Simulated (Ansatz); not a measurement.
**ClFH4Si2: rigid torsion scan from a Python script**

Aim: a rigid torsion scan, for ClFH4Si2, run from a script.

Program: Ansatz 0.2.0 through its Python package. Level of theory: PBE0/def2-SVP. These are calculated values, not measurements.

## (1) The system

Bond lengths: F1–Si2 1.555 Å, Si2–Si3 2.280 Å, Si2–Cl4 2.006 Å, Si2–H5 1.498 Å, Si3–H6 1.524 Å, Si3–H7 1.517 Å, Si3–H8 1.436 Å. Angles: F1–Si2–Si3 109.5°, F1–Si2–Cl4 111.5°, F1–Si2–H5 109.2°, Si3–Si2–Cl4 110.5°, Si3–Si2–H5 111.6°, Cl4–Si2–H5 104.5°, Si2–Si3–H6 110.8°, Si2–Si3–H7 112.0°, Si2–Si3–H8 114.4°, H6–Si3–H7 104.3°, H6–Si3–H8 106.7°, H7–Si3–H8 108.0°.

No structure file is read: the coordinates are typed or built in the script.

## (2) Script

clfh4si2.py

```python
"""Energy of ClFH4Si2 as one group turns about a bond."""

import warnings

import ansatz as az
from ase import Atoms

warnings.simplefilter("ignore", az.DeckWarning)

atoms = Atoms(["F", "Si", "Si", "Cl", "H", "H", "H", "H"], positions=[
    (-1.3237, 1.776, 0.1813),
    (-0.4425, 0.8039, -0.654),
    (0.4719, -0.7673, 0.7227),
    (-1.4986, -0.0729, -2.1168),
    (0.6129, 1.5884, -1.3722),
    (1.3549, -0.1141, 1.7793),
    (1.4062, -1.701, -0.023),
    (-0.4889, -1.5701, 1.4268),
])

# start the scan from a relaxed geometry
first = (
    az.Crystal.molecule_from_ase(atoms).calculation()
    .basis(gaussian="def2-SVP")
    .functional("pbe0")
    .relax(force_tolerance=0.02, max_steps=80)
)
atoms.positions = first.run(threads=1).report["positions_ang"]

start = atoms.get_dihedral(5, 2, 1, 0)
energies = {}
for turn in range(0, 360, 30):
    turned = atoms.copy()
    turned.set_dihedral(5, 2, 1, 0, start + turn, indices=[0, 1, 3, 4])
    job = (
        az.Crystal.molecule_from_ase(turned).calculation()
        .basis(gaussian="def2-SVP")
        .functional("pbe0")
    )
    energies[round((start + turn) % 360)] = job.run(threads=1).report["free_energy_ev"]
floor = min(energies.values())
print("dihedral H5-Si2-Si1-F0 (deg)   E - E(min) (kcal/mol)")
for angle, e in sorted(energies.items()):
    print(f"{angle:8d} {23.060548 * (e - floor):14.3f}  " + "#" * int(30 * (e - floor) / max(max(energies.values()) - floor, 1e-9)))
```

## (3) The run

The run is started by

```sh
$ python clfh4si2.py
```

Standard output:

```text
dihedral H5-Si2-Si1-F0 (deg)   E - E(min) (kcal/mol)
      28          0.683  ################
      58          0.034
      88          0.603  ##############
     118          1.264  #############################
     148          0.673  ###############
     178          0.019
     208          0.593  ##############
     238          1.264  ##############################
     268          0.667  ###############
     298          0.000
     328          0.572  #############
     358          1.255  #############################
```

Run time: 60 s. Hardware: 1 thread of Arm Neoverse V1, shared host; peak memory 0.25 GiB.

## (4) How the relaxation of run 0 went

Relaxation path:

```csv
step,E - E(step 1) (eV),largest force component (eV/Å)
1,0.0000,2.3517
2,-0.1882,0.9722
3,-0.2212,0.4310
4,-0.2305,0.0938
5,-0.2318,0.0234
6,-0.2324,0.0106
```

Step 1 is the start.

Before: Bond lengths: F1–Si2 1.555 Å, Si2–Si3 2.280 Å, Si2–Cl4 2.006 Å, Si2–H5 1.498 Å, Si3–H6 1.524 Å, Si3–H7 1.517 Å, Si3–H8 1.436 Å. Angles: F1–Si2–Si3 109.5°, F1–Si2–Cl4 111.5°, F1–Si2–H5 109.2°, Si3–Si2–Cl4 110.5°, Si3–Si2–H5 111.6°, Cl4–Si2–H5 104.5°, Si2–Si3–H6 110.8°, Si2–Si3–H7 112.0°, Si2–Si3–H8 114.4°, H6–Si3–H7 104.3°, H6–Si3–H8 106.7°, H7–Si3–H8 108.0°.

After: Bond lengths: F1–Si2 1.624 Å, Si2–Si3 2.339 Å, Si2–Cl4 2.063 Å, Si2–H5 1.487 Å, Si3–H6 1.494 Å, Si3–H7 1.494 Å, Si3–H8 1.493 Å. Angles: F1–Si2–Si3 109.4°, F1–Si2–Cl4 107.8°, F1–Si2–H5 107.4°, Si3–Si2–Cl4 108.9°, Si3–Si2–H5 115.1°, Cl4–Si2–H5 108.0°, Si2–Si3–H6 109.7°, Si2–Si3–H7 108.4°, Si2–Si3–H8 109.5°, H6–Si3–H7 109.4°, H6–Si3–H8 109.9°, H7–Si3–H8 109.9°.

Run 0 is this relaxation; the runs after it count from 1.

## (5) Run by run

From the records of these 12 runs:

```csv
run,turn (°),energy from run 1 (eV),SCF cycles,CPU time (s)
1,0,0.0000,15,3
2,30,0.0248,15,2.8
3,60,0.0544,15,2.8
4,90,0.0296,15,2.8
5,120,0.0015,15,2.8
6,150,0.0262,15,2.8
7,180,0.0548,15,2.9
8,210,0.0292,15,2.8
9,240,0.0008,15,2.8
10,270,0.0257,15,2.8
11,300,0.0548,15,2.8
12,330,0.0289,15,2.8
```

## (6) Summary of results

| quantity | value |
| --- | --- |
| runs compared | 12 |
| range of energy | 0.055 eV |
| lowest point, turn (°) | 0 |

In words: The lowest point lies at a turn of 0°, the highest 0.055 eV (5.3 kJ/mol) above it at 300°. The grid can miss the true lowest and highest points, and the rest of the molecule is held rigid. Run 0: The relaxation took 5 moves; the largest shift is 0.081 Å. The scan is rigid and the energies are electronic, in a modest basis. With rigid groups the curve can differ much from the relaxed path, the start wasn't checked as a minimum of this torsion, and equivalent turns needn't return to the same energy.
